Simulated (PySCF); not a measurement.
# AsN2: doublet, from a linear start

Aim: relax AsN2 as a doublet from a linear start, check by its vibrations whether the end is a minimum, and collect its spectrum and constants.

Program: PySCF 2.14.0. Level of theory: PBE0, basis As def2-TZVP, N def2-TZVP, no relativity, density fitting. These are calculated values, not measurements.

### 1 The starting structure

3 atoms, charge 0, spin multiplicity 2.

Bond lengths: As1–N2 1.740 Å, As1–N3 1.740 Å. Angles: N2–As1–N3 180.0°.

Z-matrix (Å, degrees; charge 0 multiplicity 2):
```
As
N  1 1.7400
N  1 1.7400 2 180.00
```

### 2 Finding the electronic state

The steps below are one call of a driver around PySCF. For each, scf.py gives the equivalent set-up of the SCF; relaxations use the driver's own optimiser. After this first run the driver tries any further starts and a stability analysis.

scf.py reads:

```python
from pyscf import gto, scf, dft
mol = gto.M(atom='''
As     0.000000     0.000000     0.000000
N      0.000000     0.000000     1.740000
N      0.000000     0.000000    -1.740000''',
    basis={'As': 'def2-TZVP', 'N': 'def2-TZVP'},
    charge=0, spin=1)
mf = dft.UKS(mol, xc='PBE0')
mf.grids.atom_grid = (50, 194)
aux = {'As': 'def2-universal-JKFIT', 'N': 'def2-universal-JKFIT'}
mf = mf.density_fit(auxbasis=aux)
mf.conv_tol = 1e-08
mf.diis_space = 10
mf.max_cycle = 60
mf.init_guess = 'minao'
mf.verbose = 4
mf.kernel()
```

The run is started by

```console
$ OMP_NUM_THREADS=4 python axn.py task.json out
```

The runs that follow: Relaxing the doublet from the linear start; Vibrations and properties at this point.

Q: Predict the outcome of this session. Wanted: minimum; geometry; wavenumbers; dipole moment; highest occupied, lowest empty level; polar-tensor charge of As1; zero-point energy; atomisation energy; ⟨S²⟩.

The runs gave:

```
                                          quantity                             value
                                           minimum                      doublet, D∞h
                                          geometry  As–N 1.658 Å (×2); N–As–N 180.0°
                                wavenumbers (cm⁻¹)                123, 168, 836, 898
                                     dipole moment                            0.00 D
highest occupied, lowest empty level (either spin)                   -7.94, -5.01 eV
                        polar-tensor charge of As1                           +0.08 e
                                 zero-point energy                       12.1 kJ/mol
                               entropy at 298.15 K                   256.3 J/(mol K)
         atomisation energy (no zero-point energy)                        476 kJ/mol
                                              ⟨S²⟩                             0.850
```

The molecule stays D∞h, as typed, and the end point is a minimum. In the infrared the band at 836 cm⁻¹ (stretch) leads. Other starts or spin states, not run here, may lie lower. The SCF density has lower symmetry than the nuclear frame.
